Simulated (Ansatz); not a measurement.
# Cl3NbS (NbSCl3): the cost of one run

The runs use Ansatz 0.2.0, Gaussian basis; the settings change from run to run.

4 further runs of the same task are left out: 4 set aside as unsound or not needed.

## Step 1: The molecule

The structure was relaxed beforehand with PBE-D4/def2-SVP. Nb takes a core potential in def2 sets; no spin-orbit term is included.

5 atoms, charge 0, spin multiplicity 1.

Atoms are counted from 1 here; the program's logs count them from 0.

Bond lengths: Nb1–S2 2.143 Å, Nb1–Cl3 2.285 Å, Nb1–Cl4 2.285 Å, Nb1–Cl5 2.285 Å. Angles: S2–Nb1–Cl3 107.7°, S2–Nb1–Cl4 107.7°, S2–Nb1–Cl5 107.7°, Cl3–Nb1–Cl4 111.2°, Cl3–Nb1–Cl5 111.2°, Cl4–Nb1–Cl5 111.2°.

## Step 2: r2SCAN0/def2-TZVP

Set apart from the defaults: unrestricted orbitals, coordinates scaled by 0.96, D3(BJ) dispersion.

Input file in.yaml:

```yaml
crystal:
  periodic: [false, false, false]
  atoms:
    - {symbol: Nb, position_ang: [-0.000079, 0.000074, -0.010752]}
    - {symbol: S, position_ang: [0.010488, -0.014012, 2.046467]}
    - {symbol: Cl, position_ang: [2.085755, 0.009933, -0.689215]}
    - {symbol: Cl, position_ang: [-1.052614, 1.811354, -0.660832]}
    - {symbol: Cl, position_ang: [-1.043560, -1.807358, -0.685659]}
basis:
  gaussian: {orbitals: def2-TZVP}
magnetization: {spin_polarized: true, initial_magnetization: 0}
hamiltonian: {xc: {name: r2SCAN0}, dispersion: d3bj}
output: {forces: true}
```

Started as:

```bash
ansatz run in.yaml --threads 2 --pin off --events-out ev --progress --plain --max-ram 4352MiB
```

Q: Estimate wall time and peak memory on 2 threads of Arm Neoverse V2, shared host.

About 19 s, with a peak of 0.95 GiB.
